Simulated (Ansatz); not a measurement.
F2HOSi, SMILES [O][SiH](F)F, a rigid scan of one bond length

With Ansatz 0.2.0, Python API.

The cells in order, each with its output:

**Cell 1**
```python
import warnings

import ansatz as az
import matplotlib.pyplot as plt
import numpy as np
```

**Cell 2**
```python
BASIS = 'def2-SVP'
FUNCTIONAL = 'cam_b3lyp'
```

**Cell 3**
```python
warnings.simplefilter('ignore', az.DeckWarning)
```

**Cell 4**
```python
geometry = (
    az.Crystal.molecule()
    .atom('O', [-0.7375, 0.1686, 1.4992])
    .atom('Si', [0.0181, 0.0237, -0.0158])
    .atom('F', [0.8779, -1.4048, -0.0145])
    .atom('F', [-1.0395, -0.018, -1.2641])
    .atom('H', [0.9309, 1.1569, -0.2462])
)

symbols = [site.symbol for site in geometry.cartesian_sites]
start = np.array([site.position_ang for site in geometry.cartesian_sites])
axis = (start[2] - start[1]) / np.linalg.norm(start[2] - start[1])
moving = [2]
lengths, energies = [1.467, 1.534, 1.601, 1.667, 1.734, 1.801, 1.867, 1.967], []
for length in lengths:
    xyz = start.copy()
    xyz[moving] += (length - np.linalg.norm(start[2] - start[1])) * axis
    point = az.Crystal.molecule()
    for symbol, place in zip(symbols, xyz):
        point = point.atom(symbol, place.tolist())
    job = point.calculation()
    job = job.basis(gaussian=BASIS)
    job = job.functional(FUNCTIONAL)
    job = job.spin('collinear', total=1)
    summary = job.run(threads=1, backend='cpu').report
    energies.append(summary['free_energy_ev'])
    print(f'r = {length:6.3f} A  E = {energies[-1]:.5f} eV  <S^2> = {abs(summary["mean_field"]["state"]["spin_squared"]):.3f}')
```
Output:
```text
r =  1.467 A  E = -15365.85859 eV  <S^2> = 0.752
r =  1.534 A  E = -15366.19136 eV  <S^2> = 0.752
r =  1.601 A  E = -15366.28132 eV  <S^2> = 0.752
r =  1.667 A  E = -15366.20245 eV  <S^2> = 0.752
r =  1.734 A  E = -15366.00422 eV  <S^2> = 0.752
r =  1.801 A  E = -15365.72525 eV  <S^2> = 0.752
r =  1.867 A  E = -15365.39920 eV  <S^2> = 0.753
r =  1.967 A  E = -15364.85165 eV  <S^2> = 0.753
```

**Cell 5**
```python
fit = np.polynomial.Polynomial.fit(lengths, np.array(energies) - min(energies), 4).convert()
roots = [r.real for r in fit.deriv().roots() if abs(r.imag) < 1e-9 and fit.deriv(2)(r.real) > 0]
r_e = min(roots, key=lambda r: abs(r - lengths[int(np.argmin(energies))]))
print(f'minimum of the fit at {r_e:.4f} A, force constant {fit.deriv(2)(r_e):.2f} eV/A^2')
plt.figure(figsize=(4.5, 3))
plt.plot(lengths, np.array(energies) - min(energies), 'o-')
plt.xlabel('bond length (A)')
plt.ylabel('E - E(min) (eV)')
plt.tight_layout()
plt.savefig('scan.png', dpi=100)
```
Output:
```text
minimum of the fit at 1.5993 A, force constant 38.74 eV/A^2
```

Total energies depend on the basis set; only differences at equal settings carry meaning. The rest of the molecule is held rigid at a force-field or estimated start geometry, and the basis set is modest; single-reference methods fail as a bond breaks. The species is open-shell (spin multiplicity 2). It ran for 56 s on 1 thread of Arm Neoverse V2 (shared host), peak memory 0.28 GiB.
